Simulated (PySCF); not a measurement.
# Ge¹²⁺: dipole response in even-tempered 17s11p8d4f4g

Aim: the static polarisability and the C₆ coefficient of Ge¹²⁺, method by method.

The numbers are computed with PySCF 2.14.0 (unrestricted determinants in a Gaussian basis, no spin-orbit coupling in the energies), except any that are marked as measured or tabulated.

### Step 1. The system

```
Element     : germanium (Z = 32)
Basis       : an uncontracted even-tempered set (17 s from 0.81 bohr⁻², ratio 2.5; 11 p from 1.1 bohr⁻², ratio 2.5; 8 d from 1.1 bohr⁻², ratio 2.5; 4 f from 3.7 bohr⁻², ratio 2.7; 4 g from 5.6 bohr⁻², ratio 2.7)
Hamiltonian : the non-relativistic Hamiltonian (point nucleus)
State 1     : Ge¹²⁺: [Ar] 3d2, high-spin 3F determinant
Methods     : PBE0
```

Outer shells as boxes (Hund's rule):

Ge12+ [Ar] 3d2
```
[Ar] core
3d [↑ ][↑ ][  ][  ][  ]
```

One driver process ran all states and methods and kept the integrals in memory. Each run is shown as a PySCF script that sums up its settings (the driver passes frozen orbitals as a list and adds second-order terms of double hybrids); the logs are those of the runs themselves. The driver starts from symmetry-adapted Hartree-Fock orbitals, holds the occupation by maximum overlap and uses a logarithmic radial grid for functionals, so a plain start would take other cycles.

The integrals over 154 functions and the set-up took 1.1 s of CPU time.

### Step 2. Ge¹²⁺, at PBE0

**PBE0**

The input, input.py:

```python
from pyscf import gto, scf, dft, mp, cc
mol = gto.M(atom="Ge 0 0 0", charge=12, spin=2, symmetry="D2h",
            basis=gto.etbs([(0, 17, 0.81, 2.5), (1, 11, 1.1, 2.5), (2, 8, 1.1, 2.5), (3, 4, 3.7, 2.7), (4, 4, 5.6, 2.7)]))
mf = dft.UKS(mol, xc="PBE0")
mf.irrep_nelec = {'Ag': (4, 3), 'B1g': (1, 0), 'B1u': (2, 2), 'B2u': (2, 2), 'B3u': (2, 2)}
mf.kernel()
```

Log:

```text
damping factor = 0
level_shift factor = 0
DIIS = <class 'pyscf.scf.diis.CDIIS'>
diis_start_cycle = 1
diis_space = 10
diis_damp = 0
SCF conv_tol = 1e-09
SCF conv_tol_grad = None
number electrons alpha = 11  beta = 9
XC functionals = PBE0
    C. Adamo and V. Barone.,  J. Chem. Phys. 110, 6158 (1999)
    M. Ernzerhof and G. E. Scuseria.,  J. Chem. Phys. 110, 5029 (1999)
cycle= 1 E= -2013.69010934861  delta_E= -0.00808  |g|= 0.0186  |ddm|= 0.0366
cycle= 2 E= -2013.6901233695  delta_E= -1.4e-05  |g|= 0.00279  |ddm|= 0.00337
cycle= 3 E= -2013.69012369438  delta_E= -3.25e-07  |g|= 0.000637  |ddm|= 0.000485
cycle= 4 E= -2013.69012370744  delta_E= -1.31e-08  |g|= 1.62e-05  |ddm|= 7.46e-05
cycle= 5 E= -2013.69012370745  delta_E= -1.32e-11  |g|= 7.33e-07  |ddm|= 3e-06
converged SCF energy = -2013.69012370745  <S^2> = 2.0003615  2S+1 = 3.000241
```

It used 87 s of CPU time after the integrals (shared host).

Orbital energies by shell (radii are means over both spins):

```
shell  electrons  mean orbital energy (eV)  spread (eV)  rms radius (bohr)
 1s α          1                  -11220.7            0             0.0554
 1s β          1                  -11220.7            0             0.0554
 2s α          1                   -1725.8            0              0.231
 2s β          1                   -1722.5            0              0.231
 2p α          3                   -1575.7            0              0.204
 2p β          3                   -1573.0            0              0.204
 3s α          1                   -487.32            0              0.616
 3s β          1                   -482.53            0              0.616
 3p α          3                   -435.84            0              0.615
 3p β          3                   -430.52            0              0.615
 3d α          2                   -354.24            0              0.581
```

⟨S²⟩ = 2.000, ⟨L²⟩ = 12.00.

The driver then solved the coupled dipole response at imaginary frequencies: mean α = 0.1774 bohr³, C₆ = 0.1264 au for a like pair.

Radial density 4πr²ρ of Ge¹²⁺ at PBE0:

```
r (bohr)   density  spin density
0.000933     0.232         0.000
 0.00157     0.631         0.000
 0.00264      1.67         0.000
 0.00444      4.20         0.000
 0.00747      9.80         0.000
  0.0126      20.1        -0.001
  0.0211      33.0        -0.001
  0.0355      39.0        -0.001
  0.0598      33.0         0.007
   0.101      37.8         0.096
   0.169      43.8         0.715
   0.285      20.0         2.671
   0.479      21.6         3.864
   0.805      8.12         1.281
    1.35     0.184         0.044
    2.28  0.000166         0.000
```

### Step 3. Polarisabilities and C₆

Ge¹²⁺, in atomic units:

```
method  mean α  C₆ (like pair)     S(−4)
  PBE0  0.1774          0.1264  0.009288
```

α(iu) at PBE0:

```
u (hartree)  α(iu) (bohr³)
          0         0.1774
      0.500         0.1751
       1.00         0.1687
       2.00         0.1483
       3.00         0.1256
       4.00         0.1058
       5.00        0.08982
       7.50        0.06282
       10.0        0.04660
       15.0        0.02865
       25.0        0.01409
```

### Step 4. Outcome

| quantity | value |
| --- | --- |
| α of Ge¹²⁺ | 0.1774 (PBE0) bohr³ |

What this shows: A single London oscillator with the computed α and C₆ of Ge¹²⁺ at PBE0 would have ω = 4 C₆ / (3 α²) = 5.36 hartree. All values hold for this basis alone; no basis-set limit was taken.
